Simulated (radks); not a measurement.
**Ionisation of W: one atom, several choices of relativity**

The task here is to estimate one member of a computed series from the others.

Program: radks (a radial shooting solver on a logarithmic mesh, Libxc functionals) version 1. Level of theory: Kohn-Sham, BLYP, spin-unpolarised, spherical densities. These are calculated values, not measurements, unless marked.

## The atom as given

* element: tungsten (Z = 74)
* charge: 0
* electrons: 74
* configuration: [Xe] 4f14 5d4 6s2
* ion: W⁺, [Xe] 4f14 5d4 6s1
* choices: non-relativistic; scalar-relativistic; Dirac, 2j+1 shares; Dirac, low j first; scalar-relativistic, finite nucleus; Dirac, 2j+1 shares, finite nucleus; Dirac, c × 3; Dirac, c × 1.5; Dirac, c × 2

Set-up of the first run:

The run's settings:

```text
Z 74
configuration [Xe] 4f14 5d4 6s2 6p0 7s0
relativity non-relativistic
functional b88,lyp
spin unpolarised
nucleus point
```

Steps of the session up to this table: non-relativistic: W.

One of the session's tables, all rows but one given; the rest of the session is left out.

It belongs to the step «non-relativistic: W». Sizes of the orbitals, from the radial functions (bohr):

```
level     <r>  outermost maximum (interpolated)  90 % within  nodes
   4p  0.4970                             0.458        0.721      2
   4d  0.5137                             0.455        0.769      1
   5s   1.169                              1.05         1.68      4
   4f       ?                                 ?            ?      ?
   5p   1.296                              1.13         1.89      3
   5d   1.982                              1.47         3.17      2
   6s   3.533                              2.94         5.27      5
   6p   5.009                              3.91         7.77      4
```

Q: Estimate the row for 4f from the others.

**Answer.** <r>: 0.5890; outermost maximum (interpolated): 0.422; 90 % within: 0.970; nodes: 0. In the column «<r>» it lies between 4d (0.5137) and 5s (1.169).

Limits of these values: Spin polarisation and multiplet splitting of open shells are left out at every level.
